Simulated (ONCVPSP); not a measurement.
# Copper: generating and testing an ONCV potential

Do these settings give a usable potential? It is generated, then checked for transferability, scattering, ghosts and hardness.

Method: ONCVPSP 4.0.1.1 (patched build), PBE, scalar-relativistic.

## 1. The design

Typed settings, in words:

| Quantity | Value |
| --- | --- |
| element | copper (Cu, Z = 29) |
| type | optimised norm-conserving Vanderbilt (ONCV) |
| frozen core | [Ar] |
| valence charge | 11 |
| reference configuration | 3d10 4p1 |
| partial waves | s scattering state at 0.27 Ha: rc 2.80 bohr, ncon 4, nbas 7, qcut 2.3 1/bohr, 2 projectors, debl 1.8 Ha; 4p: rc 3.30 bohr, ncon 4, nbas 7, qcut 2.6 1/bohr, 2 projectors, debl 1.5 Ha; 3d: rc 1.55 bohr, ncon 4, nbas 8, qcut 9.8 1/bohr, 2 projectors, debl 1.2 Ha |
| local potential | polynomial inside 1.20 bohr (lpopt 4, dvloc0 0 Ha) |
| core correction | not asked for |

The outer shells as boxes (Hund's rule for the drawing; the calculation is spin-unpolarised):

```
[Ar] core
3d [↑↓][↑↓][↑↓][↑↓][↑↓]
4p [↑ ][  ][  ]
```

## 2. Generating the potential

The input, Cu.dat:

```
# ATOM AND REFERENCE CONFIGURATION
# atsym  z   nc   nv     iexc    psfile
  Cu 29.00    5    2        4      upf
#
#   n    l    f
    1    0    2.00
    2    0    2.00
    2    1    6.00
    3    0    2.00
    3    1    6.00
    3    2   10.00
    4    1    1.00
#
# PSEUDOPOTENTIAL AND OPTIMIZATION
# lmax
    2
#
#   l,   rc,      ep,       ncon, nbas, qcut
    0    2.80    0.27    4    7    2.30
    1    3.30    0.00    4    7    2.60
    2    1.55    0.00    4    8    9.80
#
# LOCAL POTENTIAL
# lloc, lpopt,  rc(5),   dvloc0
    4    4    1.20    0.00
#
# VANDERBILT-KLEINMAN-BYLANDER PROJECTORs
# l, nproj, debl
    0    2    1.80
    1    2    1.50
    2    2    1.20
#
# MODEL CORE CHARGE
# icmod, fcfact, rcfact
    0    0.00    0.00
#
# LOG DERIVATIVE ANALYSIS
# epsh1, epsh2, depsh
   -2.00    5.00    0.02
#
# OUTPUT GRID
# rlmax, drl
    6.00    0.01
#
# TEST CONFIGURATIONS
# ncnf
    4
# nvcnf
#   n    l    f
    3
    3    2   10.00
    4    1    0.00
    4    0    1.00
#
    2
    3    2   10.00
    4    1    0.00
#
    2
    3    2    9.00
    4    1    0.00
#
    3
    3    2    9.00
    4    1    1.00
    4    0    1.00
#
```

Started as:

```console
$ oncvpsp.x < Cu.dat > Cu.out
```

**Question.** What will these runs give? Wanted: cutoffs for 1 and 0.1 mHa per electron, occupied waves; bound ghosts; GHOST(+) flags; largest test error; largest phase difference near zero energy, channels read; projector energies reset by the program.

The runs gave:

```
                                                quantity                      value
  cutoffs for 1 and 0.1 mHa per electron, occupied waves            40 Ha and 45 Ha
                                            bound ghosts                 none found
                                          GHOST(+) flags                 s at 61 eV
                            largest test error (AE − PS)  +135 meV, for 3d9 4s1 4p1
largest phase difference near zero energy, channels read                  0.006 rad
                 projector energies reset by the program         s: 0.050, 1.850 Ha
```

The worst unpolarised test, 3d9 4s1 4p1, is off by 135 meV on 2.7 eV; by total energies transferability rates as poor. The potential is hard: the looser tolerance needs 40 Ha. At the looser tolerance the 3d wave is the slowest; 4p needs 1 Ha. The program's ghost test flags no bound state. Near zero energy the phases of the channels with partial waves agree within 0.006 rad. The pseudo curves have a pole with no partner nearby in the atom's: s at 2.22 Ha. At positive energy that is a spurious or a displaced resonance. The program also flags highly localised states, GHOST(+) (s).
